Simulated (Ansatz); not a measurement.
# In6As: the cost of one run

Program: Ansatz 0.2.0. Level of theory: DFT PBE, scalar-relativistic, plane waves, PAW, unless a step names another level. These are calculated values, not measurements.

10 further runs of the same task are left out: 1 that didn't finish, 9 set aside as unsound or not needed.

## (1) What the formula suggests

Pauling electronegativities: In 1.78, As 2.18 (spread 0.40). No set of common oxidation states balances it. Tabulated atomic sizes suggest about 24 Å³/atom. 22 candidates were drawn, by swapping species into database cells of other compounds, at random by space group and Wyckoff sites, or by hand, as the table says:

```tsv
name	made from	space group no.	Wyckoff sites	atoms (primitive cell)	V (Å³/atom)
c01	random	221	In 6f; As 1b	7	25.2
c02	database cell of CrF6	148	In 18f; As 3a	7	27.2
c03	random	139	In 8i, 4e; As 2b	7	25.3
c04	database cell of MoCl6	162	In 6k; As 1b	7	24.8
c05	random	225	In 24d; As 4b	7	25.8
c06	database cell of RuF6	229	In 12e; As 2a	7	33.7
c07	random	139	In 8j, 4e; As 2b	7	25.9
c08	built by hand: ordered fcc 6:1 substitution	148	In 18f; As 3a	7	24.1
c09	database cell of TcF6	139	In 8i, 4e; As 2a	7	33.7
c10	random	139	In 8j, 4e; As 2a	7	29.0
c11	random	191	In 6m; As 1a	7	25.5
c12	database cell of Zn6Mo	225	In 24d; As 4a	7	26.5
c13	random	175	In 6k; As 1a	7	27.0
c14	database cell of SmB6	221	In 6e; As 1b	7	24.1
c15	database cell of Ti6O	162	In 6k; As 1a	7	28.8
c16	random	183	In 3c, 2b, 1a; As 1a	7	30.4
c17	random	139	In 8g, 4e; As 2a	7	30.9
c18	random	164	In 2d, 3f, 1a; As 1b	7	29.0
c19	built by hand: layered In/InAs intergrowth	129	In 2b, 2c, 2c, 2a, 4f; As 2c	14	24.1
c20	random	189	In 6k; As 1a	7	27.3
c21	random	166	In 18f; As 3a	7	29.5
c22	random	221	In 6f; As 1a	7	25.6
```

## (2) Screening run of c02

Input file input.yaml:

```yaml
crystal:
  lattice:
    - [3.1148965, 1.79838633, 5.66501439]
    - [-3.1148965, 1.79838633, 5.66501439]
    - [0.0, -3.59677267, 5.66501439]
  atoms:
    - { symbol: In, position: [0.36859873, 0.0818433, 0.77900416] }
    - { symbol: In, position: [0.0818433, 0.77900416, 0.36859873] }
    - { symbol: In, position: [0.22099584, 0.63140127, 0.9181567] }
    - { symbol: In, position: [0.9181567, 0.22099584, 0.63140127] }
    - { symbol: In, position: [0.63140127, 0.9181567, 0.22099584] }
    - { symbol: In, position: [0.77900416, 0.36859873, 0.0818433] }
    - { symbol: As, position: [0.0, 0.0, 0.0] }
basis:
  ecutwfc: 420
kpoints:
  mp_grid: { grid: [3, 3, 3] }
hamiltonian:
  xc: pbe
scf:
  occupations: { method: gaussian, width: 0.2 }
  lower_state_search: "off"
output:
  forces: true
  stress: true
  eigenvalues: true
relax:
  adjacent_minimum: "off"
  f_tol: 0.08
  max_steps: 16
  cell: { stress_tol: 0.8 }
```

Launch:

```
ansatz run input.yaml --threads 1 --pin off --max-ram 2560MiB --backend cpu --events-out ev --progress --plain --runs-dir out
```

What time and memory should one allow on 1 thread of Intel Xeon at 2.70GHz, shared host?

About 54 s, with a peak of 0.51 GiB.
